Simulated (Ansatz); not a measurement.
# LaFePO: the cost of one run

All numbers are computed with Ansatz 0.2.0, driven from Python. Level of theory: DFT PBE+U, plane waves, PAW.

### Step 1. The system

It takes space group P4/nmm (No. 129, tetragonal). The conventional cell has a = 4.069 Å, b = 4.069 Å, c = 9.085 Å, α = 90.00°, β = 90.00°, γ = 90.00°. La (site symmetry 4mm) is surrounded by 4 O at 2.38 Å. Fe (site symmetry -4m2) has 4 P at 2.53 Å and 4 Fe at 2.88 Å as nearest neighbours. P (site symmetry 4mm) is surrounded by 4 Fe at 2.53 Å. O (site symmetry -4m2) is surrounded by 4 La at 2.38 Å.

The script holds or builds the structure itself.

### Step 2. The code

Contents of vcrelax_lafepo.py:

```python
import warnings

import ansatz as az
from ase import Atoms
from ase.data import atomic_numbers
import numpy as np
import spglib

def edges_and_angles(cell):
    cell = np.asarray(cell)
    a, b, c = np.linalg.norm(cell, axis=1)
    cosines = cell[1] @ cell[2] / (b * c), cell[0] @ cell[2] / (a * c), cell[0] @ cell[1] / (a * b)
    return (a, b, c, *np.degrees(np.arccos(cosines)))


def main() -> None:
    warnings.simplefilter("ignore", az.DeckWarning)

    atoms = Atoms(
        ["La", "La", "Fe", "Fe", "P", "P", "O", "O"],
        scaled_positions=[
            (0.5, 0.0, 0.13515),
            (0.0, 0.5, 0.86485),
            (0.0, 0.0, 0.5),
            (0.5, 0.5, 0.5),
            (0.5, 0.0, 0.66575),
            (0.0, 0.5, 0.33425),
            (0.0, 0.0, 0.0),
            (0.5, 0.5, 0.0),
        ],
        cell=[
            (4.06888, 0.0, 0.0),
            (0.0, 4.06888, 0.0),
            (0.0, 0.0, 9.08498),
        ],
        pbc=True,
    )
    atoms.set_initial_magnetic_moments([0.0, 0.0, 2.4, -2.4, 0.0, 0.0, 0.0, 0.0])
    structure = az.Crystal.from_ase(atoms)

    base = (
        structure.calculation()
        .functional("pbe")
        .basis(21 * az.Ha)
        .kpoints(6, 6, 3)
        .occupations("fermi_dirac", width=0.15)
        .spin("collinear")
        .hubbard("Fe", "d", u_eff=4.5)
        .relax(max_steps=100, fix_cell=["angles"], stress_tolerance=0.1)
    )
    steps = []


    def collect(event):
        if event["event"] == "relax_step":
            steps.append(event["data"])


    outcome = base.session().plan().execute(on_event=collect)
    summary = outcome.report
    for s in steps:
        flag = "" if s["accepted"] else "  (rejected)"
        print("step %2d  E = %.5f eV  largest force component = %.4f eV/A%s" % (s["step"], s["lagrangian_ev"], s["allowed_force_max_ev_ang"], flag))

    first, last = steps[0], steps[-1]
    symbols = [site.symbol for site in outcome.lattice.sites]
    print(f"energy gained {first['lagrangian_ev'] - last['lagrangian_ev']:.4f} eV in {len(steps) - 1} steps")
    for label, vectors in (("before", first["cell_ang"]), ("after", outcome.lattice.cell_ang)):
        print(label, "a b c (A) {:.4f} {:.4f} {:.4f}  angles {:.2f} {:.2f} {:.2f}".format(*edges_and_angles(vectors)), f" V = {abs(np.linalg.det(vectors)):.3f} A^3")
    print("final stress xx yy zz (GPa, compression positive):", np.round(np.diag(summary["stress_gpa"]), 3) + 0.0)

    print("atom   start x y z (A)              end x y z (A)")
    for symbol, a, b in zip(symbols, first["positions_ang"], last["positions_ang"]):
        print(f"{symbol:3s}", " ".join(f"{v:8.4f}" for v in a), "  ", " ".join(f"{v:8.4f}" for v in b))

    fractions = [site.position_frac for site in outcome.lattice.sites]
    numbers = [atomic_numbers[s] for s in symbols]
    for tolerance in (1e-3, 1e-2, 1e-1):
        print(f"space group at {tolerance} A:", spglib.get_spacegroup((outcome.lattice.cell_ang, fractions, numbers), symprec=tolerance))

    print("relaxed fractional positions")
    for site in outcome.lattice.sites:
        print(f"  {site.symbol:2s}", " ".join(f"{v % 1:8.5f}" for v in np.round(site.position_frac, 5)))

    print("%-22s %14.5f eV" % ("F = E - TS", summary["free_energy_ev"]))
    print("%-22s %14.5f eV" % ("E", summary["internal_energy_ev"]))
    print("%-22s %14.5f eV" % ("Harris-Foulkes", summary["harris_foulkes_ev"]))
    print("%-22s %14.5f eV" % ("Fermi level", summary["fermi_energy_ev"]))

    print("site moments (muB):", [round(m, 2) for m in summary["site_moments_mub"]])
    print("electrons up, down:", [round(n, 3) for n in summary["spin_occupation_sums"]])

    terms = summary["components"]
    print({name: round(terms[name], 3) for name in ("e_kinetic", "e_hartree", "e_xc", "e_local", "e_nonlocal")})


if __name__ == "__main__":
    main()
```

### Step 3. Launch

Started as:

```bash
$ python vcrelax_lafepo.py
```

What time and memory should one allow on 1 thread of Intel Xeon at 2.50GHz (Skylake/Cascade Lake), shared host?

About 20 min, with a peak of 1.1 GiB.
